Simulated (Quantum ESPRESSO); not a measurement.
# CoO (Fm-3m) in Quantum ESPRESSO: equation of state

Aim: energy against volume of CoO in PBEsol, for its equilibrium volume and stiffness.

Everything below comes from runs of Quantum ESPRESSO 7.5. Logs are shortened: lines on timing, memory, paths and dates and some standing lists are left out, and cuts for length are marked.

**1. The structure**

The structure is cubic, space group Fm-3m (No. 225). Conventional cell: a = 4.263 Å, b = 4.263 Å, c = 4.263 Å, α = 90.00°, β = 90.00°, γ = 90.00°. Co (site symmetry m-3m) has 6 O at 2.13 Å as nearest neighbours. Around O (site symmetry m-3m) lie 6 Co at 2.13 Å.

**2. Single point, PBEsol, collinear spin, ferromagnetic start, 9.10 Å³/atom**

Contents of pw.in:

```
&CONTROL
  calculation = 'scf'
  prefix = 'pwscf'
  outdir = './tmp'
  pseudo_dir = './pseudo'
  tprnfor = .true.
  tstress = .true.
  disk_io = 'nowf'
/
&SYSTEM
  ibrav = 0
  nat = 2
  ntyp = 2
  ecutwfc = 56
  ecutrho = 448
  nbnd = 21
  occupations = 'smearing'
  smearing = 'fd'
  degauss = 0.00367493
  nspin = 2
  starting_magnetization(1) = 0.1176
  starting_magnetization(2) = 0
/
&ELECTRONS
  conv_thr = 4d-10
  electron_maxstep = 120
  mixing_beta = 0.3
/
ATOMIC_SPECIES
Co    58.9332 co_pbesol_v1.2.uspp.F.UPF
O     15.9990 o_pbesol_v1.2.uspp.F.UPF
CELL_PARAMETERS angstrom
   0.0000000000    2.0879877907    2.0879877907
   2.0879877907    0.0000000000    2.0879877907
   2.0879877907    2.0879877907    0.0000000000
ATOMIC_POSITIONS crystal
Co     0.0000000000    0.0000000000    0.0000000000
O      0.5000000000    0.5000000000    0.5000000000
K_POINTS automatic
11 11 11 0 0 0
```

Potentials or basis: GBRV 1.5 PBEsol.

Started as:

```console
$ OMP_NUM_THREADS=1 mpirun -n 2 pw.x -nk 2 -in pw.in > pw.out
```

pw.out:

```text
This program is part of the open-source Quantum ESPRESSO suite
     for quantum simulation of materials; please cite
[... 13 lines left out ...]
     --------------------
     sticks:   dense  smooth     PW     G-vecs:    dense   smooth      PW
     Sum         955     475    151                19603     6879    1243

     Using Slab Decomposition

     bravais-lattice index     =            0
     lattice parameter (alat)  =       5.5801  a.u.
     unit-cell volume          =     122.8600 (a.u.)^3
     number of atoms/cell      =            2
     number of atomic types    =            2
     number of electrons       =        23.00
     number of Kohn-Sham states=           21
     kinetic-energy cutoff     =      56.0000  Ry
     charge density cutoff     =     448.0000  Ry
     scf convergence threshold =      4.0E-10
     mixing beta               =       0.3000
     number of iterations used =            8  plain     mixing
     Exchange-correlation= SLA  PW   PSX  PSC
                           (   1   4  10   8   0   0   0)

     celldm(1)=   5.580098  celldm(2)=   0.000000  celldm(3)=   0.000000
     celldm(4)=   0.000000  celldm(5)=   0.000000  celldm(6)=   0.000000

     crystal axes: (cart. coord. in units of alat)
               a(1) = (   0.000000   0.707107   0.707107 )
               a(2) = (   0.707107   0.000000   0.707107 )
               a(3) = (   0.707107   0.707107   0.000000 )

     reciprocal axes: (cart. coord. in units 2 pi/alat)
               b(1) = ( -0.707107  0.707107  0.707107 )
               b(2) = (  0.707107 -0.707107  0.707107 )
               b(3) = (  0.707107  0.707107 -0.707107 )

     PseudoPot. # 1 for Co read from file:
     co_pbesol_v1.2.uspp.F.UPF
     Pseudo is Ultrasoft + core correction, Zval = 17.0
     Generated by new atomic code, or converted to UPF format
     Using radial grid of  863 points,  6 beta functions with:
                l(1) =   0
                l(2) =   0
                l(3) =   1
                l(4) =   1
                l(5) =   2
                l(6) =   2
     Q(r) pseudized with  8 coefficients,  rinner =    1.200   1.200   1.200
                                                       1.200   1.200

     PseudoPot. # 2 for O  read from file:
     o_pbesol_v1.2.uspp.F.UPF
     Pseudo is Ultrasoft + core correction, Zval =  6.0
     Generated by new atomic code, or converted to UPF format
     Using radial grid of  737 points,  5 beta functions with:
                l(1) =   0
                l(2) =   0
                l(3) =   1
                l(4) =   1
                l(5) =   2
     Q(r) pseudized with  8 coefficients,  rinner =    0.900   0.900   0.900
                                                       0.900   0.900

     atomic species   valence    mass     pseudopotential
     Co               17.00    58.93320     Co( 1.00)
     O                 6.00    15.99900     O ( 1.00)

     Starting magnetic structure
     atomic species   magnetization
     Co              0.118
     O               0.000

     48 Sym. Ops., with inversion, found

   Cartesian axes

     site n.     atom                  positions (alat units)
         1        Co     tau(   1) = (   0.0000000   0.0000000   0.0000000  )
         2        O      tau(   2) = (   0.7071068   0.7071068   0.7071068  )

     number of k points=    56  Fermi-Dirac smearing, width (Ry)=  0.0037
                       cart. coord. in units 2pi/alat
        k(    1) = (   0.0000000   0.0000000   0.0000000), wk =   0.0007513
        k(    2) = (   0.0642824   0.0642824  -0.0642824), wk =   0.0060105
        k(    3) = (   0.1285649   0.1285649  -0.1285649), wk =   0.0060105
        k(    4) = (   0.1928473   0.1928473  -0.1928473), wk =   0.0060105
        k(    5) = (   0.2571297   0.2571297  -0.2571297), wk =   0.0060105
        k(    6) = (   0.3214122   0.3214122  -0.3214122), wk =   0.0060105
[... 48 lines left out ...]
        k(   55) = (  -0.0642824  -0.4499770   0.7071068), wk =   0.0180316
        k(   56) = (   0.0000000  -0.3856946   0.6428243), wk =   0.0180316

     Dense  grid:    19603 G-vectors     FFT dimensions: (  40,  40,  40)

     Smooth grid:     6879 G-vectors     FFT dimensions: (  27,  27,  27)

     Check: negative core charge=   -0.000027
     Generating pointlists ...
     new r_m :   0.2917 (alat units)  1.6276 (a.u.) for type    1
     new r_m :   0.2917 (alat units)  1.6276 (a.u.) for type    2

     Initial potential from superposition of free atoms

     starting charge      22.0000, renormalised to      23.0000
     Starting wfcs are   17 randomized atomic wfcs +    4 random wfcs

     Self-consistent Calculation

     iteration #  1     ecut=    56.00 Ry     beta= 0.30
     Davidson diagonalization with overlap
     ethr =  1.00E-02,  avg # of iterations =  5.4

     total energy              =    -328.17360406 Ry
     estimated scf accuracy    <       7.00980714 Ry

     total magnetization       =     2.44 Bohr mag/cell
     absolute magnetization    =     2.47 Bohr mag/cell

     iteration #  2     ecut=    56.00 Ry     beta= 0.30
     Davidson diagonalization with overlap
     ethr =  1.00E-02,  avg # of iterations =  2.1

     total energy              =    -329.35894668 Ry
     estimated scf accuracy    <       7.93466800 Ry

     total magnetization       =     0.28 Bohr mag/cell
     absolute magnetization    =     0.30 Bohr mag/cell

     iteration #  3     ecut=    56.00 Ry     beta= 0.30
     Davidson diagonalization with overlap
     ethr =  1.00E-02,  avg # of iterations =  1.1

     total energy              =    -330.42086698 Ry
     estimated scf accuracy    <       0.15717909 Ry

     total magnetization       =     2.46 Bohr mag/cell
     absolute magnetization    =     2.46 Bohr mag/cell

     iteration #  4     ecut=    56.00 Ry     beta= 0.30
     Davidson diagonalization with overlap
     ethr =  6.83E-04,  avg # of iterations =  1.1

     total energy              =    -330.41485408 Ry
     estimated scf accuracy    <       0.03833105 Ry

     total magnetization       =     2.35 Bohr mag/cell
     absolute magnetization    =     2.36 Bohr mag/cell

     iteration #  5     ecut=    56.00 Ry     beta= 0.30
     Davidson diagonalization with overlap
     ethr =  1.67E-04,  avg # of iterations =  2.2

     total energy              =    -330.42087835 Ry
     estimated scf accuracy    <       0.10639691 Ry

     total magnetization       =     2.24 Bohr mag/cell
     absolute magnetization    =     2.25 Bohr mag/cell

     iteration #  6     ecut=    56.00 Ry     beta= 0.30
     Davidson diagonalization with overlap
     ethr =  1.67E-04,  avg # of iterations =  1.1

     total energy              =    -330.43143362 Ry
     estimated scf accuracy    <       0.00241622 Ry

     total magnetization       =     2.54 Bohr mag/cell
     absolute magnetization    =     2.55 Bohr mag/cell

     iteration #  7     ecut=    56.00 Ry     beta= 0.30
     Davidson diagonalization with overlap
     ethr =  1.05E-05,  avg # of iterations =  2.3

     total energy              =    -330.42952986 Ry
     estimated scf accuracy    <       0.00899661 Ry

     total magnetization       =     2.47 Bohr mag/cell
     absolute magnetization    =     2.48 Bohr mag/cell

     iteration #  8     ecut=    56.00 Ry     beta= 0.30
     Davidson diagonalization with overlap
     ethr =  1.05E-05,  avg # of iterations =  1.0

     total energy              =    -330.42493018 Ry
     estimated scf accuracy    <       0.00522252 Ry

     total magnetization       =     2.37 Bohr mag/cell
     absolute magnetization    =     2.38 Bohr mag/cell

     iteration #  9     ecut=    56.00 Ry     beta= 0.30
     Davidson diagonalization with overlap
     ethr =  1.05E-05,  avg # of iterations =  1.5

     total energy              =    -330.43240086 Ry
     estimated scf accuracy    <       0.00144846 Ry

     total magnetization       =     2.95 Bohr mag/cell
     absolute magnetization    =     2.97 Bohr mag/cell

     iteration # 10     ecut=    56.00 Ry     beta= 0.30
     Davidson diagonalization with overlap
     ethr =  6.30E-06,  avg # of iterations =  1.0

     total energy              =    -330.43250985 Ry
     estimated scf accuracy    <       0.00016298 Ry

     total magnetization       =     2.90 Bohr mag/cell
     absolute magnetization    =     2.92 Bohr mag/cell

     iteration # 11     ecut=    56.00 Ry     beta= 0.30
     Davidson diagonalization with overlap
     ethr =  7.09E-07,  avg # of iterations =  1.3

     total energy              =    -330.43254628 Ry
     estimated scf accuracy    <       0.00000961 Ry

     total magnetization       =     2.90 Bohr mag/cell
     absolute magnetization    =     2.92 Bohr mag/cell

     iteration # 12     ecut=    56.00 Ry     beta= 0.30
     Davidson diagonalization with overlap
     ethr =  4.18E-08,  avg # of iterations =  1.7

     total energy              =    -330.43253412 Ry
     estimated scf accuracy    <       0.00005730 Ry

     total magnetization       =     2.90 Bohr mag/cell
     absolute magnetization    =     2.92 Bohr mag/cell

     iteration # 13     ecut=    56.00 Ry     beta= 0.30
     Davidson diagonalization with overlap
     ethr =  4.18E-08,  avg # of iterations =  1.6

     total energy              =    -330.43254169 Ry
     estimated scf accuracy    <       0.00000157 Ry

     total magnetization       =     2.91 Bohr mag/cell
     absolute magnetization    =     2.93 Bohr mag/cell

     iteration # 14     ecut=    56.00 Ry     beta= 0.30
     Davidson diagonalization with overlap
     ethr =  6.84E-09,  avg # of iterations =  2.0

     total energy              =    -330.43254320 Ry
     estimated scf accuracy    <       0.00000016 Ry

     total magnetization       =     2.91 Bohr mag/cell
     absolute magnetization    =     2.94 Bohr mag/cell

     iteration # 15     ecut=    56.00 Ry     beta= 0.30
     Davidson diagonalization with overlap
     ethr =  7.16E-10,  avg # of iterations =  1.1

     total energy              =    -330.43254320 Ry
     estimated scf accuracy    <          3.4E-09 Ry

     total magnetization       =     2.91 Bohr mag/cell
     absolute magnetization    =     2.94 Bohr mag/cell

     iteration # 16     ecut=    56.00 Ry     beta= 0.30
     Davidson diagonalization with overlap
     ethr =  1.49E-11,  avg # of iterations =  2.1

     total energy              =    -330.43254320 Ry
     estimated scf accuracy    <       0.00000003 Ry

     total magnetization       =     2.91 Bohr mag/cell
     absolute magnetization    =     2.94 Bohr mag/cell

     iteration # 17     ecut=    56.00 Ry     beta= 0.30
     Davidson diagonalization with overlap
     ethr =  1.49E-11,  avg # of iterations =  2.5

     total energy              =    -330.43254323 Ry
     estimated scf accuracy    <          7.9E-09 Ry

     total magnetization       =     2.91 Bohr mag/cell
     absolute magnetization    =     2.94 Bohr mag/cell

     iteration # 18     ecut=    56.00 Ry     beta= 0.30
     Davidson diagonalization with overlap
     ethr =  1.49E-11,  avg # of iterations =  2.0

     Magnetic moment per site  (integrated on atomic sphere of radius R)
     atom   1 (R=0.292)  charge= 14.5456  magn=  2.4694
     atom   2 (R=0.292)  charge=  5.6907  magn=  0.3368

     End of self-consistent calculation

     Number of k-points >= 100: set verbosity='high' to print the bands.

     the Fermi energy is    14.9906 ev

!    total energy              =    -330.43254324 Ry
     estimated scf accuracy    <          9.5E-12 Ry
     smearing contrib. (-TS)   =      -0.00219030 Ry
     internal energy E=F+TS    =    -330.43035294 Ry

     The total energy is F=E-TS. E is the sum of the following terms:
     one-electron contribution =    -175.83659338 Ry
     hartree contribution      =     102.02232466 Ry
     xc contribution           =     -39.62356071 Ry
     ewald contribution        =    -216.99252351 Ry

     total magnetization       =     2.91 Bohr mag/cell
     absolute magnetization    =     2.94 Bohr mag/cell

     convergence has been achieved in  18 iterations

     Forces acting on atoms (cartesian axes, Ry/au):

     atom    1 type  1   force =    -0.00000000   -0.00000000    0.00000000
     atom    2 type  2   force =     0.00000000    0.00000000   -0.00000000

     Total force =     0.000000     Total SCF correction =     0.000000

     Computing stress (Cartesian axis) and pressure

          total   stress  (Ry/bohr**3)                   (kbar)     P=        3.90
   0.00002653  -0.00000000   0.00000000            3.90       -0.00        0.00
  -0.00000000   0.00002653   0.00000000           -0.00        3.90        0.00
   0.00000000   0.00000000   0.00002653            0.00        0.00        3.90

=------------------------------------------------------------------------------=
   JOB DONE.
=------------------------------------------------------------------------------=
```

It took 30 s on 2 MPI ranks of Arm Neoverse V2, shared host; peak memory 0.2 GiB.

Results:

| Item | Value |
| --- | --- |
| Free energy | -4495.7638 eV |
| Pressure | 0.4 GPa |
| Band gap on the k mesh | none (metal or under the smearing width) |
| Net moment | 2.91 μB per cell |
| Absolute moment | 2.94 μB per cell |
| Site moments | Co +2.47; O +0.34 μB |
| Valence electrons inside the program's atomic spheres | Co 14.55; O 5.69 |

Caveat: a cell with one magnetic atom can't hold antiferromagnetic order, which such compounds often take; semilocal functionals often make such compounds metallic where correlation or magnetic order opens a gap, which also shifts bond lengths.

**3. Single point, PBEsol, collinear spin, ferromagnetic start, 9.30 Å³/atom**

pw.in: that of step 2 with these lines changed.

```diff
@@ -32,5 +32,5 @@
 CELL_PARAMETERS angstrom
-   0.0000000000    2.0879877907    2.0879877907
-   2.0879877907    0.0000000000    2.0879877907
-   2.0879877907    2.0879877907    0.0000000000
+   0.0000000000    2.1026924146    2.1026924146
+   2.1026924146    0.0000000000    2.1026924146
+   2.1026924146    2.1026924146    0.0000000000
 ATOMIC_POSITIONS crystal
```

Potentials or basis: GBRV 1.5 PBEsol.

Started as:

```console
$ OMP_NUM_THREADS=1 mpirun -n 2 pw.x -nk 2 -in pw.in > pw.out
```

Wall time 32 s (2 MPI ranks of Arm Neoverse V2, shared host); peak memory 0.2 GiB.

It converged, with:

| Quantity | Value |
| --- | --- |
| Free energy | -4495.7606 eV |
| Pressure | -3.5 GPa |
| Band gap on the k mesh | none (metal or under the smearing width) |
| Net moment | 2.96 μB per cell |
| Absolute moment | 2.99 μB per cell |
| Site moments | Co +2.51; O +0.35 μB |
| Valence electrons inside the program's atomic spheres | Co 14.57; O 5.71 |

Caveat: a cell with one magnetic atom can't hold antiferromagnetic order, which such compounds often take; semilocal functionals often make such compounds metallic where correlation or magnetic order opens a gap, which also shifts bond lengths.

**4. Single point, PBEsol, collinear spin, ferromagnetic start, 9.49 Å³/atom**

pw.in: that of step 3 with these lines changed.

```diff
@@ -32,5 +32,5 @@
 CELL_PARAMETERS angstrom
-   0.0000000000    2.1026924146    2.1026924146
-   2.1026924146    0.0000000000    2.1026924146
-   2.1026924146    2.1026924146    0.0000000000
+   0.0000000000    2.1171941998    2.1171941998
+   2.1171941998    0.0000000000    2.1171941998
+   2.1171941998    2.1171941998    0.0000000000
 ATOMIC_POSITIONS crystal
```

Started as:

```console
$ OMP_NUM_THREADS=1 mpirun -n 2 pw.x -nk 2 -in pw.in > pw.out
```

It took 28 s on 2 MPI ranks of Arm Neoverse V2, shared host; peak memory 0.2 GiB.

It converged, with:

```yaml
Free_energy: -4495.7482 eV
Pressure: -7.2 GPa
Band_gap_on_the_k_mesh: none (metal or under the smearing width)
Net_moment: 2.99 μB per cell
Absolute_moment: 3.01 μB per cell
Site_moments: Co +2.53; O +0.35 μB
Valence_electrons_inside_the_program's_atomic_spheres: Co 14.59; O 5.73
```

Caveat: a cell with one magnetic atom can't hold antiferromagnetic order, which such compounds often take; semilocal functionals often make such compounds metallic where correlation or magnetic order opens a gap, which also shifts bond lengths.

**5. Single point, PBEsol, collinear spin, ferromagnetic start, 9.68 Å³/atom**

pw.in: that of step 4 with these lines changed.

```diff
@@ -32,5 +32,5 @@
 CELL_PARAMETERS angstrom
-   0.0000000000    2.1171941998    2.1171941998
-   2.1171941998    0.0000000000    2.1171941998
-   2.1171941998    2.1171941998    0.0000000000
+   0.0000000000    2.1315000000    2.1315000000
+   2.1315000000    0.0000000000    2.1315000000
+   2.1315000000    2.1315000000    0.0000000000
 ATOMIC_POSITIONS crystal
```

Started as:

```console
$ OMP_NUM_THREADS=1 mpirun -n 2 pw.x -nk 2 -in pw.in > pw.out
```

Wall time 28 s (2 MPI ranks of Arm Neoverse V2, shared host); peak memory 0.2 GiB.

It converged, with:

- Free energy: -4495.7271 eV
- Pressure: -10.7 GPa
- Band gap on the k mesh: none (metal or under the smearing width)
- Net moment: 2.99 μB per cell
- Absolute moment: 3.02 μB per cell
- Site moments: Co +2.54; O +0.35 μB
- Valence electrons inside the program's atomic spheres: Co 14.61; O 5.74

Caveat: a cell with one magnetic atom can't hold antiferromagnetic order, which such compounds often take; semilocal functionals often make such compounds metallic where correlation or magnetic order opens a gap, which also shifts bond lengths.

(Part 1 of 2 ends here.)
